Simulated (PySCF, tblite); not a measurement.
# C4H7BO3: geometry, infrared bands and NMR shifts

Wanted: the infrared bands and NMR shifts of C4H7BO3 (`C/C=C(\C=O)B(O)O`), by calculation.

The runs use tblite 0.8.0 and PySCF 2.14.0, with density-fitted response routines of our own; the level of theory stands in each step. All values are computed, except where a source is named. Atoms are numbered from 0 throughout.

## Step 1: The starting structure

15 atoms, charge 0, multiplicity 1; geometry from: force field or distance geometry start.

Bonds of the start (Å): C0–C1 1.51, C1–C2 1.33, C2–C3 1.50, C3–O4 1.25, C2–B5 1.60, B5–O6 1.46, B5–O7 1.45, C0–H8 1.11, C0–H9 1.10, C0–H10 1.10, C1–H11 1.10, C3–H12 1.07, O6–H13 0.99, O7–H14 0.99.

## Step 2: Geometry optimisation with GFN2-xTB

Job settings and geometry (Å):

```
{"job": {"kind": "relax", "xc": "GFN2-xTB", "basis": "xTB"}, "charge": 0, "multiplicity": 1}
C      2.010300     0.474900     0.980700
C      0.619000    -0.099000     0.855700
C     -0.208400     0.152400    -0.151500
C      0.169700     1.068100    -1.275600
O     -0.622600     1.310800    -2.206100
B     -1.655400    -0.529000    -0.154300
O     -2.049400    -1.400300     0.946200
O     -2.591800    -0.279600    -1.233300
H      1.951600     1.582500     1.031600
H      2.618400     0.165200     0.119600
H      2.482800     0.107500     1.908600
H      0.312800    -0.770800     1.667400
H      1.140900     1.527600    -1.278400
H     -1.765000    -2.310400     0.662500
H     -2.417300    -0.991800    -1.894800
```

The run is started by

```sh
> OMP_NUM_THREADS=1 python probes_run.py task.json out
```

The driver reads the jobs from task.json and runs them one after another.

**Question.** This job is followed by: GFN2-xTB harmonic vibrations, gas phase; GIAO PBE0/pcSseg-1 NMR shielding, non-relativistic, gas phase. What will the session give for the following? strongest single infrared mode (GFN2-xTB); zero-point energy (GFN2-xTB); 13C shifts against TMS (PBE0/pcSseg-1); 1H shifts against TMS (PBE0/pcSseg-1, means over atoms taken as alike); 17O shifts against H2O (PBE0/pcSseg-1, means over atoms taken as alike); 11B shifts against BF3·OEt2 (PBE0/pcSseg-1).

As calculated:

| quantity | value |
| --- | --- |
| strongest single infrared mode (GFN2-xTB) | 1261 cm⁻¹, 431 km/mol |
| zero-point energy (GFN2-xTB) | 69.1 kcal/mol |
| 13C shifts against TMS (PBE0/pcSseg-1) | 202.5, 173.2, 139.0, 15.1 ppm |
| 1H shifts against TMS (PBE0/pcSseg-1, means over atoms taken as alike) | 10.69, 8.24, 5.90, 2.46 ppm |
| 17O shifts against H2O (PBE0/pcSseg-1, means over atoms taken as alike) | 639.0, 118.6 ppm |
| 11B shifts against BF3·OEt2 (PBE0/pcSseg-1) | 23.9 ppm |

In words: Over 65 steps the energy fell by 1.827 eV; of the close pairs, B5–O6 changed most, 1.458 to 1.354 Å. The lowest mode is imaginary (52i cm⁻¹), so the xTB geometry is not a minimum. The strongest single mode, at 1261 cm⁻¹, moves mainly B5. Unscaled tight-binding wavenumbers are off by several per cent, some by more. Its intensities can rank the bands wrongly. The most deshielded carbon is C3 (aldehyde carbonyl carbon), at 202.5 ppm: the double bond to the heteroatom, with no lone-pair donor beside it, deshields it most. H12 (hydrogen on an aldehyde carbonyl carbon) lies farthest downfield among hydrogen, at 10.69 ppm; deshielded by the polar, anisotropic C=O bond. At PBE0/pcSseg-1: The widest tensor belongs to O4: span 1293 ppm, with a paramagnetic part of -703 ppm.
